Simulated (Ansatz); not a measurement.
**GaB under changes of volume**

One of the cells (11.956 Å³/atom); the others are scaled copies at fixed shape and fractional positions:

```
Ga B
1.0
     2.71824    0.00000    0.00000
     0.00000    2.71824    0.00000
     0.00000    0.00000    3.23621
Ga B
1 1
Direct
  0.50000 0.50000 0.50000
  0.00000 0.00000 0.00000
```

The cell was built by a generator and needn't be a form met in nature.

```yaml
Program: Ansatz 0.2.0
Functional: PBE
Potentials_or_basis: Ansatz PAW
Cutoff: "420 eV (not typed: the program's choice for these potentials)"
k_mesh: 10 × 10 × 8
Occupations: fermi-dirac, width 0.05 eV
Spin: no spin polarisation
```

```csv
volume (Å³/atom),energy over the lowest point (meV/atom),pressure (GPa)
11.239,14.84,7.1
11.478,6.25,4.4
11.717,1.44,2.0
11.956,0.00,-0.1
12.195,?,?
12.434,5.87,-3.7
12.673,12.53,-5.2
```

**Question.** What does the run at 12.195 Å³/atom give?

**Answer.** Energy over the lowest point 1.58 meV/atom; pressure -2.0 GPa.

Worked out: A Birch-Murnaghan fit of order 3 (a polynomial in V^(-2/3)) to the other rows has its minimum at 11.95 Å³/atom with B0 = V·E''(V) = 101 GPa and B' = 4.7 at fixed shape and positions, which overstates the stiffness. It gives 1.59 meV/atom at 12.195 Å³/atom, against the run's 1.58, and -dE/dV = -2.0 GPa, against -2.0.

Energies are extrapolated to zero smearing.
